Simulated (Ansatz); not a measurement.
# Cl3In: the cost of one run

Method: RKS PBE/def2-SVP, in Ansatz 0.2.0.

### 1 The starting structure

Bond lengths: In1–Cl2 2.440 Å, In1–Cl3 2.440 Å, In1–Cl4 2.440 Å. Angles: Cl2–In1–Cl3 120.0°, Cl2–In1–Cl4 120.0°, Cl3–In1–Cl4 120.0°.

Coordinates:

```xyz
4

In    0.0000    0.0000    0.0000
Cl    0.0000    0.0000    2.4400
Cl    2.1130    0.0000   -1.2200
Cl   -2.1130    0.0000   -1.2200
```

### 2 Preparing the start

input.yaml

```yaml
crystal:
  periodic: [false, false, false]
  atoms:
    - { symbol: In, position_ang: [0.0, 0.0, 0.0] }
    - { symbol: Cl, position_ang: [0.0, 0.0, 2.44] }
    - { symbol: Cl, position_ang: [2.113, 0.0, -1.22] }
    - { symbol: Cl, position_ang: [-2.113, 0.0, -1.22] }
basis:
  gaussian: { orbitals: def2-SVP }
hamiltonian:
  xc: pbe
relax:
  f_tol: 0.02
  max_steps: 40
```

Run with:

```sh
$ ansatz run input.yaml --threads 1 --pin off --max-ram 2048MiB --backend cpu --events-out ev --progress --plain --runs-dir out
```

Q: Estimate wall time and peak memory on 1 thread of Intel Xeon Platinum 8375C at 2.90GHz (Ice Lake), shared host.

About 6.4 s, with a peak of 0.13 GiB.
